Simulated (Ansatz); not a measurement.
# GaNH3 (doublet): wave-function methods side by side, cc-pVTZ

The task here is to estimate one member of a computed series from the others.

Program: Ansatz 0.2.0, Gaussian basis. Level of theory: cc-pVTZ, core rule «outside noble gas», up to 15 orbitals frozen. These are calculated values, not measurements.

The runs, in order: UHF; CCSD(T) on ROHF; CCSD(T) on UHF; BCCD(T) on ROHF; CCSDT(Q) on ROHF; CCSDT(Q) on UHF.

8 further runs of the same task are left out: 3 for a known fault of the program, 5 set aside as unsound or not needed.

### The system

The geometry is a PBE0/def2-TZVP stationary point (not a proven minimum). No spin-orbit coupling is included. The filled d shell of Ga may be among the frozen orbitals whatever the setting's name suggests; the logs give the count.

5 atoms, charge 0, spin multiplicity 2.

Atoms are counted from 1 here; the program's logs count them from 0.

Bond lengths: N1–Ga2 1.790 Å, N1–H3 1.006 Å, Ga2–H4 1.556 Å, Ga2–H5 1.556 Å. Angles: Ga2–N1–H3 180.0°, N1–Ga2–H4 115.6°, N1–Ga2–H5 115.6°, H4–Ga2–H5 128.7°.

Set-up of the first run:

in.yaml

```yaml
crystal:
  periodic: [false, false, false]
  atoms:
    - {symbol: N, position_ang: [0.000000, 0.000000, 1.484201]}
    - {symbol: Ga, position_ang: [0.000000, 0.000000, -0.305855]}
    - {symbol: H, position_ang: [0.000000, 0.000000, 2.490372]}
    - {symbol: H, position_ang: [0.000000, 1.403312, -0.979106]}
    - {symbol: H, position_ang: [0.000000, -1.403312, -0.979106]}
basis:
  gaussian: {orbitals: cc-pVTZ}
magnetization: {spin_polarized: true, initial_magnetization: 1}
hamiltonian: {xc: hf}
output: {orbitals: {seedname: orbitals}}
```

Command:

```bash
$ ansatz run in.yaml --threads 1 --pin off --events-out ev --progress --plain --max-ram 4096MiB --backend cpu
```

Steps of the session up to this table: UHF; CCSD(T) on ROHF; CCSD(T) on UHF; BCCD(T) on ROHF; CCSDT(Q) on ROHF; CCSDT(Q) on UHF.

One of the session's tables, all rows but one given; the rest of the session is left out.

| method | from UCCSDT(Q) (kcal/mol) |
| --- | --- |
| ROHF | +188.19 |
| UHF | ? |
| RMP2 | +24.60 |
| UMP2 | +24.84 |
| RCCSD | +6.66 |
| UCCSD | +6.59 |
| RCCSD(T) | +0.93 |
| UCCSD(T) | +0.93 |
| BCCD(T) | +0.90 |
| RCCSDT | +0.32 |
| UCCSDT | +0.30 |
| RCCSDT(Q) | +0.05 |
| UCCSDT(Q) | 0 |

**Question.** Estimate the row for UHF.

**Answer.** from UCCSDT(Q) (kcal/mol): +184.84. In the column «from UCCSDT(Q) (kcal/mol)» it lies between UMP2 (+24.84) and ROHF (+188.19).

With the free atoms at the same levels and basis (separate runs), the atomisation energy is 11.287 eV at UCCSDT(Q), 11.273 eV at RCCSD(T), 11.265 eV at UCCSD(T), 7.713 eV at ROHF.

To keep in mind: Restricted and unrestricted rows rest on different reference determinants; where their highest levels disagree by more than a few hundredths of an eV, they describe different states and don't form one ladder.
